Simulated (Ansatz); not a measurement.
# H7NO3Sn: the cost of one run

All numbers below are computed with Ansatz 0.2.0 (RKS LDA/def2-SVP).

**1. The structure to begin with**

Bond lengths: Sn1–N2 2.458 Å, Sn1–O3 2.005 Å, Sn1–O4 2.025 Å, Sn1–O5 1.992 Å, N2–H8 1.015 Å, N2–H9 1.016 Å, O3–H10 0.957 Å, O4–H11 0.958 Å, O5–H12 0.958 Å. Angles: Sn1–N2–H8 114.2°, Sn1–N2–H9 128.3°, H8–N2–H9 105.2°, N2–Sn1–O3 98.4°, N2–Sn1–O4 154.1°, N2–Sn1–O5 89.3°, O3–Sn1–O4 102.2°, O3–Sn1–O5 110.3°, O4–Sn1–O5 98.0°, Sn1–O3–H10 112.8°, Sn1–O4–H11 113.2°, Sn1–O5–H12 111.2°.

As a file:

```xyz
12

Sn   -0.3169    0.4535    0.1863
N     1.1992   -1.4063   -0.3472
O    -2.0390   -0.3970   -0.3889
O    -0.9641    2.0140    1.3036
O     0.4734    1.4981   -1.3146
H     1.1530   -1.3524    0.9943
H     0.7564   -0.8012    1.7062
H     2.1056   -1.1161   -0.7012
H     0.9864   -2.2714   -0.8359
H    -1.9529   -0.8946   -1.2020
H    -1.7820    1.8327    1.7676
H     0.3809    2.4405   -1.1681
```

**2. A restrained relaxation towards end A**

Springs on the bonds that form and break draw the guess towards this end; the thresholds are loose.

The input, input.yaml:

```yaml
crystal:
  periodic: [false, false, false]
  atoms:
    - { symbol: Sn, position_ang: [-0.3169, 0.4535, 0.1863] }
    - { symbol: "N", position_ang: [1.1992, -1.4063, -0.3472] }
    - { symbol: O, position_ang: [-2.039, -0.397, -0.3889] }
    - { symbol: O, position_ang: [-0.9641, 2.014, 1.3036] }
    - { symbol: O, position_ang: [0.4734, 1.4981, -1.3146] }
    - { symbol: H, position_ang: [1.153, -1.3524, 0.9943] }
    - { symbol: H, position_ang: [0.7564, -0.8012, 1.7062] }
    - { symbol: H, position_ang: [2.1056, -1.1161, -0.7012] }
    - { symbol: H, position_ang: [0.9864, -2.2714, -0.8359] }
    - { symbol: H, position_ang: [-1.9529, -0.8946, -1.202] }
    - { symbol: H, position_ang: [-1.782, 1.8327, 1.7676] }
    - { symbol: H, position_ang: [0.3809, 2.4405, -1.1681] }
basis:
  gaussian: { orbitals: def2-SVP }
hamiltonian:
  xc: lda
relax:
  f_tol: 0.15
  max_steps: 25
  restrain:
    - { distance: [0, 6], at: 3.0, k: 30.0 }
    - { distance: [5, 1], at: 2.32, k: 30.0 }
    - { distance: [0, 1], at: 2.1, k: 30.0 }
    - { distance: [5, 6], at: 0.62, k: 30.0 }
output:
  orbitals: {}
```

Launch:

```sh
$ ansatz run input.yaml --threads 2 --pin off --max-ram 3072MiB --backend cpu --events-out ev --progress --plain --runs-dir out
```

**Question.** How long does this run take on 2 threads of Arm Neoverse V1, shared host, and how much memory does it need?

About 38 s, with a peak of 0.16 GiB.
